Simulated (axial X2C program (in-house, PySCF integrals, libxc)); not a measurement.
**Linear ZrOH⁺ at several levels**

An exercise on one series of results from a longer session: the logs are not shown, and one member is left open.

Program: an in-house X2C program for linear molecules on PySCF integrals. Level of theory: all-electron X2C, two-component (2c) or spin-free, Zr dyall-v3z, O dyall-av3z, H dyall-v3z. These are calculated values, not measurements.

All values are calculated.

2 further runs of the same task are left out: 2 set aside as unsound or not needed.

The first run:

Contents of task.json:

```json
{"zs": [40, 8, 1], "q": 1, "bas": ["dyall-v3z", "dyall-av3z", "dyall-v3z"], "r0": [2.17, 0.96], "symm": 0, "scan": ["PBE0", "HF", "B3LYP"], "levels": ["PBE0", "HF", "LDA"], "nst": 2}
```

Keys: zs atomic numbers; q charge; bas basis sets; r0 starting distance in Å; symm equal bonds; scan levels of the two-bond scan (MP2 follows by itself at each HF point); levels methods; nst determinants followed.

Launch:

```console
$ python solin.py task.json out
```

Masses Zr 89.905, O 15.995, H 1.008 u.

Among the steps run: Scan at PBE0, 2c; Scan at HF, 2c; Scan at B3LYP, 2c.

One of the session's tables, all rows but one given; the rest of the session is left out.

| level | r(Zr–O) (Å) | r(O–H) (Å) | lower stretch (cm⁻¹) | upper stretch (cm⁻¹) |
| --- | --- | --- | --- | --- |
| PBE0, 2c | 1.816 | 0.963 | 825.7 | 3844.6 |
| HF, 2c | 1.836 | 0.942 | 819.6 | 4102.9 |
| B3LYP, 2c | 1.830 | 0.966 | 811.9 | 3798.6 |
| MP2, 2c | ? | ? | ? | ? |
| PBE0, spin-free | 1.816 | 0.963 | 826.0 | 3844.0 |
| HF, spin-free | 1.836 | 0.942 | 820.2 | 4102.4 |
| B3LYP, spin-free | 1.830 | 0.966 | 812.2 | 3797.8 |
| MP2, spin-free | 1.821 | 0.968 | 837.7 | 3793.2 |

Estimate the missing values for MP2, 2c.

**Answer.** r(Zr–O) (Å): 1.821; r(O–H) (Å): 0.968; lower stretch (cm⁻¹): 837.4; upper stretch (cm⁻¹): 3794.0.

Scans not shown above were run alike.

To keep in mind: The molecule was held linear; bending was not examined, so a bent shape may lie lower. Note: functional without a current term on a determinant with orbital currents, of the molecule or an atom.
